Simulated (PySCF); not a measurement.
# CuCl2: structure of the doublet

Aim: relax CuCl2 as a doublet from a bent start, check by its vibrations whether the end is a minimum, and collect its spectrum and constants.

Program: PySCF 2.14.0. Level of theory: PBE0, basis Cu def2-TZVP, Cl def2-TZVP, no relativity, density fitting. These are calculated values, not measurements.

## Step 1: The system as given

3 atoms, charge 0, spin multiplicity 2.

Bond lengths: Cu1–Cl2 2.110 Å, Cu1–Cl3 2.110 Å. Angles: Cl2–Cu1–Cl3 110.0°.

Z-matrix (Å, degrees; charge 0 multiplicity 2):
```
Cu
Cl 1 2.1100
Cl 1 2.1100 2 110.00
```

## Step 2: The SCF at the typed geometry

One driver script runs all steps and calls PySCF; scf.py shows how it sets up the SCF of each step. The optimiser is the driver's own. After this first run the driver tries any further starts and a stability analysis.

scf.py

```python
from pyscf import gto, scf, dft
mol = gto.M(atom='''
Cu     0.000000     0.000000     0.000000
Cl     1.728400     0.000000     1.210200
Cl    -1.728400     0.000000     1.210200''',
    basis={'Cu': 'def2-TZVP', 'Cl': 'def2-TZVP'},
    charge=0, spin=1)
mf = dft.UKS(mol, xc='PBE0')
mf.grids.atom_grid = (50, 194)
aux = {'Cu': 'def2-universal-JKFIT', 'Cl': 'def2-universal-JKFIT'}
mf = mf.density_fit(auxbasis=aux)
mf.conv_tol = 1e-08
mf.diis_space = 10
mf.max_cycle = 60
mf.init_guess = 'minao'
mf.verbose = 4
mf.kernel()
```

The run is started by

```sh
$ OMP_NUM_THREADS=4 python axn.py task.json out
```

Further steps of the session: Relaxing the doublet from the bent start; Vibrations and properties at this point.

**Question.** What will these runs give? Wanted: minimum; geometry; wavenumbers; dipole moment; highest occupied, lowest empty level; polar-tensor charge of Cu1; zero-point energy; atomisation energy; ⟨S²⟩.

As calculated:

```
                                          quantity                                value
                                           minimum                         doublet, D∞h
                                          geometry  Cu–Cl 2.062 Å (×2); Cl–Cu–Cl 180.0°
                                wavenumbers (cm⁻¹)                    58, 116, 348, 495
                                     dipole moment                               0.00 D
highest occupied, lowest empty level (either spin)                      -8.85, -6.19 eV
                        polar-tensor charge of Cu1                              +0.83 e
                                 zero-point energy                           6.1 kJ/mol
                               entropy at 298.15 K                      286.3 J/(mol K)
         atomisation energy (no zero-point energy)                           587 kJ/mol
                                              ⟨S²⟩                                0.756
```

In words: The bent start (C2v) ends in a minimum of D∞h symmetry. The strongest infrared band lies at 495 cm⁻¹ (stretch). The dipole vanishes although Cu1 carries +0.8 e by the polar tensor: the bond dipoles cancel. Other starts or spin states, not run here, may lie lower. The SCF density has lower symmetry than the nuclear frame. Open d and f shells are described by one determinant, and the ground state may have another occupation or spin.
